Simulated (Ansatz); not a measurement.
**Au₃ radical: energies up the ladder**

Aim: energies up the ladder, for Au₃ radical, with the cost of each level. Spin multiplicity 2.

Computed with Ansatz 0.2.0 (the levels named in each step, unless a step's input says otherwise).

**1. The starting structure**

Bond lengths: Au1–Au2 2.715 Å, Au1–Au3 2.733 Å, Au2–Au3 2.657 Å. Angles: Au1–Au2–Au3 61.1°, Au2–Au1–Au3 58.4°, Au1–Au3–Au2 60.5°.

As a file:

```xyz
3

Au   -1.2120   -0.8886    0.4191
Au   -0.2190    1.3922   -0.6692
Au    1.4779   -0.4473    0.2234
```

**2. A rough first relaxation, PBE-D4/def2-SVP**

Contents of input.yaml:

```yaml
crystal:
  periodic: [false, false, false]
  atoms:
    - { symbol: Au, position_ang: [-1.21195, -0.88857, 0.41909] }
    - { symbol: Au, position_ang: [-0.21904, 1.39218, -0.66922] }
    - { symbol: Au, position_ang: [1.47785, -0.44727, 0.22338] }
magnetization:
  spin_polarized: true
  initial_magnetization: 1
basis:
  gaussian: { orbitals: def2-SVP }
hamiltonian:
  xc: pbe
  dispersion: d4
relax:
  f_tol: 0.03
  max_steps: 200
```

Command:

```
ansatz run input.yaml --threads 4 --pin off --max-ram 10240MiB --backend cpu --events-out ev --progress --plain --runs-dir out
```

After this run come: Relaxation, PBE0-D4/def2-TZVPP; Frequencies, PBE0-D4/def2-TZVPP; Single point, PBE-D4/def2-TZVPP; Single point, r2SCAN-D4/def2-TZVPP; Single point, B3LYP-D4/def2-TZVPP; Single point, wB97M-V/def2-TZVPP; Single point, B2PLYP/def2-TZVPP; Single point, LDA/def2-TZVPP; Single point, PBE0-D4/def2-SVP; Single point, PBE-D4/def2-SVP.

Q: Predict the outcome of this session. Wanted: Au1–Au2 at PBE0-D4/def2-TZVPP; Au1–Au3 at PBE0-D4/def2-TZVPP; Au2–Au3 at PBE0-D4/def2-TZVPP; frequencies at PBE0-D4/def2-TZVPP; energy at PBE-D4/def2-SVP.

**Answer**, as computed:

```
                         quantity           value
    Au1–Au2 at PBE0-D4/def2-TZVPP         2.605 Å
    Au1–Au3 at PBE0-D4/def2-TZVPP         2.876 Å
    Au2–Au3 at PBE0-D4/def2-TZVPP         2.605 Å
frequencies at PBE0-D4/def2-TZVPP  57 to 163 cm⁻¹
        energy at PBE-D4/def2-SVP   -11084.407 eV
```

No mode is imaginary, so the geometry is a minimum. These totals serve in differences with atoms or fragments at the same level; alone they don't rank the methods. Heavy atoms carry effective core potentials in def2 sets, and spin-orbit coupling is left out.
